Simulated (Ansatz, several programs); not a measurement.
NaScSe2, ordered on the rocksalt lattice (I4_1/amd) with 8 atoms a cell, relaxed with PBE in Ansatz (plane waves, PAW): space group I4_1/amd (No. 141), tetragonal; a = 5.618 Å, c = 11.613 Å in the conventional setting, 22.91 Å³ an atom. Around Na lie 6 Se at 2.82–3.13 Å; around Se lie 3 Sc at 2.68–2.82 Å and 3 Na at 2.82–3.13 Å; around Sc lie 6 Se at 2.68–2.82 Å. The cell was then scaled with its shape and fractional coordinates held, which makes it stiffer than a relaxed compression. Note: simulated data, non-magnetic, for a generated structure that need not be the stable one.

| V (Å³/atom) | E (meV/atom) |
| --- | --- |
| 21.533 | 15.95 |
| 22.220 | 3.74 |
| 22.908 | 0.00 |
| 24.282 | 13.21 |

Q: Pass a cubic E = c₀ + c₁u + c₂u² + c₃u³, with u = V − 22.736 Å³, through these points.

A: c₀ = 0.20, c₁ = -2.547, c₂ = 8.031, c₃ = -0.6087 (meV and Å³).

Q: Where is the minimum, and what bulk modulus follows?

A: dE/du = 0 at u = +0.162, so V₀ = 22.90 Å³. B = V₀ d²E/dV² = 22.90 × (2c₂ + 6c₃u) = 22.90 × 15.471 = 354 meV/Å³, and 1 meV/Å³ is 0.16022 GPa: 57 GPa. A third-order Birch-Murnaghan fit to all five points gives 22.90 Å³ and 56 GPa.

Q: Predict the energy and the pressure at the withheld volume, 23.595 Å³.

A: With u = +0.859: E ≈ 3.55 meV and P = −dE/dV ≈ -1.59 GPa. The run gives 3.51 meV and, from its stress, -1.58 GPa.
